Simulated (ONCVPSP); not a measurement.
# Pseudopotential generation for silicon: ONCV, PBE

Task: generate the file, and judge it by its errors in other configurations, its logarithmic derivatives, its ghosts and its cutoff.

Method: ONCVPSP 4.0.1.1 (patched build), PBE, scalar-relativistic.

### Step 1. Settings

Typed settings, in words:

* element: silicon (Si, Z = 14)
* type: optimised norm-conserving Vanderbilt (ONCV)
* frozen core: [Ne]
* valence charge: 4
* reference configuration: 3s2 3p1 (charge +1)
* partial waves: 3s: rc 1.30 bohr, ncon 3, nbas 7, qcut 6.1 1/bohr, 2 projectors, debl 1 Ha; 3p: rc 2.20 bohr, ncon 4, nbas 7, qcut 3.3 1/bohr, 2 projectors, debl 2.7 Ha; d scattering state at 0.03 Ha: rc 2.40 bohr, ncon 4, nbas 8, qcut 4.5 1/bohr, 2 projectors, debl 1.9 Ha
* local potential: polynomial inside 1.10 bohr (lpopt 2, dvloc0 6 Ha)
* core correction: Teter function, fcfact 3, rcfact 1.65

The nodes and maxima of the atom's own shells, from an earlier all-electron run, set the scale for the radii.

All-electron outer shells of the reference configuration (PBE, scalar-relativistic, ld1.x):

```csv
shell,level (eV),outermost node (bohr),outermost maximum (bohr)
2s,-149.00,0.15,0.45
2p,-105.08,–,0.39
3s,-19.03,0.72,1.75
3p,-11.66,0.71,2.04
```

### Step 2. Generation

Contents of Si.dat:

```
# ATOM AND REFERENCE CONFIGURATION
# atsym  z   nc   nv     iexc    psfile
  Si 14.00    3    2        4      upf
#
#   n    l    f
    1    0    2.00
    2    0    2.00
    2    1    6.00
    3    0    2.00
    3    1    1.00
#
# PSEUDOPOTENTIAL AND OPTIMIZATION
# lmax
    2
#
#   l,   rc,      ep,       ncon, nbas, qcut
    0    1.30    0.00    3    7    6.10
    1    2.20    0.00    4    7    3.30
    2    2.40    0.03    4    8    4.50
#
# LOCAL POTENTIAL
# lloc, lpopt,  rc(5),   dvloc0
    4    2    1.10    6.00
#
# VANDERBILT-KLEINMAN-BYLANDER PROJECTORs
# l, nproj, debl
    0    2    1.00
    1    2    2.70
    2    2    1.90
#
# MODEL CORE CHARGE
# icmod, fcfact, rcfact
    3    3.00    1.65
#
# LOG DERIVATIVE ANALYSIS
# epsh1, epsh2, depsh
   -2.00    5.00    0.02
#
# OUTPUT GRID
# rlmax, drl
    6.00    0.01
#
# TEST CONFIGURATIONS
# ncnf
    4
# nvcnf
#   n    l    f
    2
    3    0    2.00
    3    1    2.00
#
    2
    3    0    2.00
    3    1    0.00
#
    2
    3    0    1.00
    3    1    0.00
#
    2
    3    0    1.00
    3    1    3.00
#
```

The run is started by

```sh
oncvpsp.x < Si.dat > Si.out
```

**Question.** What will these runs give? Wanted: cutoffs for 1 and 0.1 mHa per electron, occupied waves; bound ghosts; GHOST(+) flags; largest test error; largest phase difference near zero energy, channels read; rms error of d²Exc/dn², without and with the model core; projector energies reset by the program.

The runs gave:

| quantity | value |
| --- | --- |
| cutoffs for 1 and 0.1 mHa per electron, occupied waves | 15 Ha and 50 Ha |
| bound ghosts | s at -136.04 eV |
| GHOST(+) flags | none at low energy |
| largest test error (AE − PS) | -132 meV, for 3s1 3p0 |
| largest phase difference near zero energy, channels read | 0.001 rad |
| rms error of d²Exc/dn², without and with the model core | 2.26 and 2.75 mHa |
| projector energies reset by the program | d: 0.050, 1.950 Ha |

It has a bound ghost (s), a state that the atom doesn't have, and that rules the file out. The worst unpolarised test, 3s1 3p0, is off by 132 meV on 50.0 eV; by total energies transferability rates as fair for so large an energy. That test lies far up in energy; among those under 40 eV, nearer to bonding, the largest error is 16 meV. It counts as soft on the atom at that tolerance, with 15 Ha needed at the looser tolerance. The tighter tolerance needs 50 Ha, and converged work needs a cutoff nearer that. At the looser tolerance the 3s wave is the slowest; 3p needs 3 Ha. Near zero energy the phases of the channels with partial waves agree within 0.001 rad. All of this concerns the isolated atom, not yet a solid.
